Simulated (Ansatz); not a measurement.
**GaH3S3: how energies converge with the basis set**

One table from this session's results is given with a row withheld; the runs are named, their logs left out.

Computed with Ansatz 0.2.0, Gaussian basis. Level: one geometry, several basis sets.

Levels to be run: PBE0-D4/def2-SVP; ωB97M-V/def2-SVP; PBE0-D4/def2-QZVPP; ωB97M-V/def2-QZVPP; the functionals' def2-TZVPP values are taken from earlier runs.

**The geometry**

An earlier PBE0-D4 in a triple-zeta def2 set relaxation fixed the geometry.

7 atoms, charge 0, spin multiplicity 1.

Atoms are counted from 1 here; the program's logs count them from 0.

Bond lengths: S1–Ga2 2.198 Å, S1–H5 1.343 Å, Ga2–S3 2.195 Å, Ga2–S4 2.193 Å, S3–H6 1.343 Å, S4–H7 1.344 Å. Angles: Ga2–S1–H5 94.4°, S1–Ga2–S3 123.6°, S1–Ga2–S4 119.2°, S3–Ga2–S4 117.2°, Ga2–S3–H6 94.1°, Ga2–S4–H7 93.4°.

The first run:

File in.yaml:

```yaml
crystal:
  periodic: [false, false, false]
  atoms:
    - {symbol: S, position_ang: [0.674953, 0.806606, -1.591781]}
    - {symbol: Ga, position_ang: [0.103694, -0.182210, 0.286653]}
    - {symbol: S, position_ang: [-1.971707, -0.370725, 0.976975]}
    - {symbol: S, position_ang: [1.666902, -1.033820, 1.567080]}
    - {symbol: H, position_ang: [-0.586677, 1.114408, -1.933673]}
    - {symbol: H, position_ang: [-2.484639, 0.264213, -0.089406]}
    - {symbol: H, position_ang: [2.658773, -0.666572, 0.738451]}
basis:
  gaussian: {orbitals: def2-SVP}
hamiltonian: {xc: pbe0, dispersion: d4}
output: {orbitals: {seedname: orbitals}}
```

Among the steps run: PBE0-D4 in def2-SVP; ωB97M-V in def2-SVP; PBE0-D4 in def2-QZVPP; ωB97M-V in def2-QZVPP.

One table of the session follows, with a row left open; its other results are not shown here.

It belongs to the step «Functionals by basis». 

| functional | basis | HOMO (eV) |
| --- | --- | --- |
| PBE0-D4 | def2-SVP | ? |
| PBE0-D4 | def2-TZVPP | -7.67 |
| PBE0-D4 | def2-QZVPP | -7.70 |
| ωB97M-V | def2-SVP | -9.64 |
| ωB97M-V | def2-TZVPP | -9.84 |
| ωB97M-V | def2-QZVPP | -9.87 |

Q: Estimate the row for PBE0-D4, def2-SVP from the others.

**Answer.** HOMO (eV): -7.52. In the column «HOMO (eV)» it is the highest.
